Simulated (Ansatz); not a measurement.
**H₈InNSi₂: one species, many methods**

An exercise on one series of results from a longer session: the logs are not shown, and one member is left open.

Computed with Ansatz 0.2.0, Gaussian basis. Level: functionals in def2-TZVPP, the program's frozen cores in correlated methods.

Plan: PBE-D4, r2SCAN-D4, PBE0-D4, B3LYP-D4, ωB97X-V, ωB97M-V, B2PLYP; CCSD(T)/def2-TZVPP; MP2/def2-QZVPP; extrapolation to the limit.

### Structure used throughout

An earlier PBE0-D4 in a triple-zeta def2 set relaxation fixed the geometry. In takes the def2 core potential; no spin-orbit term is included.

12 atoms, charge 0, spin multiplicity 1.

Atoms are counted from 1 here; the program's logs count them from 0.

Bond lengths: N1–Si2 1.698 Å, N1–H5 1.008 Å, N1–H6 1.006 Å, Si2–H7 1.500 Å, Si2–H8 1.484 Å, Si2–H9 1.513 Å, In3–Si4 2.789 Å, Si4–H10 1.504 Å, Si4–H11 1.500 Å, Si4–H12 1.499 Å. Angles: Si2–N1–H5 121.2°, Si2–N1–H6 121.0°, H5–N1–H6 112.7°, N1–Si2–H7 111.7°, N1–Si2–H8 108.1°, N1–Si2–H9 117.5°, H7–Si2–H8 109.9°, H7–Si2–H9 102.7°, H8–Si2–H9 106.7°, In3–Si4–H10 119.2°, In3–Si4–H11 114.2°, In3–Si4–H12 109.4°, H10–Si4–H11 104.2°, H10–Si4–H12 103.7°, H11–Si4–H12 104.7°.

Geometry (Å):

```mol
H8InNSi2
  3D, bonds by distance, orders not assigned

 12 10  0  0  0  0  0  0  0  0999 V2000
   -1.5835    0.5686    0.6158 N   0  0
   -1.2375    0.1987   -1.0054 Si  0  0
    1.5836   -1.0309   -1.9633 In  0  0
    1.8666   -0.4964    0.7596 Si  0  0
   -0.9326    0.3463    1.3525 H   0  0
   -2.1911    1.3342    0.8535 H   0  0
   -0.9269   -1.2579   -1.1875 H   0  0
   -2.4174    0.5706   -1.8249 H   0  0
   -0.0399    0.8751   -1.6362 H   0  0
    0.7951   -0.9519    1.7111 H   0  0
    2.0561    0.9557    1.0858 H   0  0
    3.1047   -1.1671    1.2731 H   0  0
  1  2  8  0
  1  5  8  0
  1  6  8  0
  2  7  8  0
  2  8  8  0
  2  9  8  0
  3  4  8  0
  4 10  8  0
  4 11  8  0
  4 12  8  0
M  END
```

Set-up of the first run:

in.yaml

```yaml
crystal:
  periodic: [false, false, false]
  atoms:
    - {symbol: N, position_ang: [-1.583537, 0.568559, 0.615761]}
    - {symbol: Si, position_ang: [-1.237481, 0.198712, -1.005445]}
    - {symbol: In, position_ang: [1.583566, -1.030915, -1.963310]}
    - {symbol: Si, position_ang: [1.866616, -0.496375, 0.759560]}
    - {symbol: H, position_ang: [-0.932597, 0.346293, 1.352493]}
    - {symbol: H, position_ang: [-2.191103, 1.334173, 0.853500]}
    - {symbol: H, position_ang: [-0.926938, -1.257949, -1.187500]}
    - {symbol: H, position_ang: [-2.417418, 0.570636, -1.824857]}
    - {symbol: H, position_ang: [-0.039938, 0.875136, -1.636157]}
    - {symbol: H, position_ang: [0.795092, -0.951891, 1.711135]}
    - {symbol: H, position_ang: [2.056053, 0.955665, 1.085760]}
    - {symbol: H, position_ang: [3.104684, -1.167142, 1.273062]}
basis:
  gaussian: {orbitals: def2-TZVPP}
hamiltonian: {xc: pbe, dispersion: d4}
output: {forces: true, orbitals: {seedname: orbitals}}
```

The run is started by

```bash
> ansatz run in.yaml --threads 4 --pin off --events-out ev --progress --plain --max-ram 10444MiB
```

Steps of the session up to this table: PBE-D4 (GGA); r2SCAN-D4 (meta-GGA); PBE0-D4 (hybrid); B3LYP-D4 (hybrid); ωB97X-V (range-separated); ωB97M-V (range-separated); B2PLYP (double hybrid); CCSD(T) in def2-TZVPP; MP2 in def2-QZVPP.

One table of the session follows, with a row left open; its other results are not shown here.

It belongs to the step «Atomisation energies». 

| method | atomisation energy (eV) |
| --- | --- |
| PBE-D4 | ? |
| r2SCAN-D4 | 34.765 |
| PBE0-D4 | 34.488 |
| B3LYP-D4 | 35.095 |
| ωB97X-V | 35.172 |
| ωB97M-V | 35.003 |
| B2PLYP | 34.364 |
| HF/def2-TZVPP | 25.173 |
| MP2/def2-TZVPP | 33.665 |
| CCSD/def2-TZVPP | 33.638 |
| CCSD(T)/def2-TZVPP | 34.022 |
| MP2/CBS | 34.747 |
| CCSD(T)/CBS | 35.104 |

**Question.** Estimate the row for PBE-D4.

The run gave: atomisation energy (eV): 34.789. In the column «atomisation energy (eV)» it lies between r2SCAN-D4 (34.765) and ωB97M-V (35.003).

To keep in mind: Free atoms (1 N, 2 Si, 1 In, 8 H) were run apart at each level; the atomisation energy is their sum less the molecule, without zero-point or spin-orbit terms.
